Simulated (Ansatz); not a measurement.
This script makes an equation of state with a fit of Ag, space group P6_3/mmc with the Python package of Ansatz (0.2.0).

`ag_eos.py`:
```python
"""Bulk modulus of Ag from an E(V) curve."""

import warnings

import ansatz as az
from ase.eos import EquationOfState
from ase.units import GPa
import numpy as np

VECTORS = np.array([
    [2.93, 0.0, 0.0],
    [-1.465, 2.537454, 0.0],
    [0.0, 0.0, 4.79],
])
SITES = [
    ("Ag", (1 / 3, 2 / 3, 0.25)),
    ("Ag", (2 / 3, 1 / 3, 0.75)),
]


def make_crystal(cell):
    crystal = az.Crystal(lattice=az.Lattice.of(cell))
    for symbol, position in SITES:
        crystal = crystal.atom(symbol, position)
    return crystal


def main() -> None:
    warnings.simplefilter("ignore", az.DeckWarning)

    # uniform scaling of the cell
    volumes, energies = [], []
    for scale in np.linspace(0.92, 1.08, 7):
        cell = VECTORS * scale ** (1 / 3)
        calculation = (
            make_crystal(cell).calculation()
            .functional("PBEsol")
            .basis(34 * az.Ry)
            .occupations(az.OccupationsMethod.COLD, width=0.1)
            .scf(tolerance=1e-09)
            .kpoints(11, 11, 6)
        )
        report = calculation.run(threads=1).report
        volumes.append(abs(np.linalg.det(cell)) / len(SITES))
        energies.append(report["free_energy_ev"] / len(SITES))
        print(f"V = {volumes[-1]:8.4f} A^3/atom  F = {energies[-1]:.5f} eV/atom")

    eos = EquationOfState(volumes, energies, eos="birchmurnaghan")
    v0, e0, bulk = eos.fit()
    print(f"V0 = {v0:.4f} A^3/atom, E0 = {e0:.5f} eV/atom, B = {bulk / GPa:.1f} GPa")


if __name__ == "__main__":
    main()
```

From its runs, with one value withheld:

| V (Å³/atom) | F less the lowest row shown (meV/atom) |
| --- | --- |
| 16.382 | 1.00 |
| 16.857 | 0.00 |
| 17.331 | 8.24 |
| 17.806 | 24.13 |
| 18.281 | 46.31 |
| 18.756 | 73.64 |
| 19.231 | ? |

What is the missing energy at 19.231 Å³ an atom?

A third-order Birch-Murnaghan fit, E = E0 + (9 V0 B0 / 16) [(t - 1)³ B' + (t - 1)² (6 - 4t)] with t = (V0/V)^(2/3), through the 6 rows shown gives V0 = 16.663 Å³, B0 = 118.0 GPa, B' = 5.66 and E0 = -0.81 meV. At V = 19.231 Å³, t = 0.90887, and the fit extrapolates to 105.19 meV. The run gave 105.17 meV, a miss of 0.02 meV.

Shape and fractional positions are held along the curve, so the bulk modulus is an upper value where they are free to relax, by a factor of two or more in layered or hydrogen-bonded cells. For a metal this k-point mesh is coarse: on a finer one energies can move by several to tens of meV an atom and pressures by half a GPa or more, differences at one mesh by less. This isn't the structure that Ag takes at ambient conditions. The whole script took 16 s on 1 thread of Arm Neoverse V1, with other jobs on the host, peak memory 0.39 GiB.
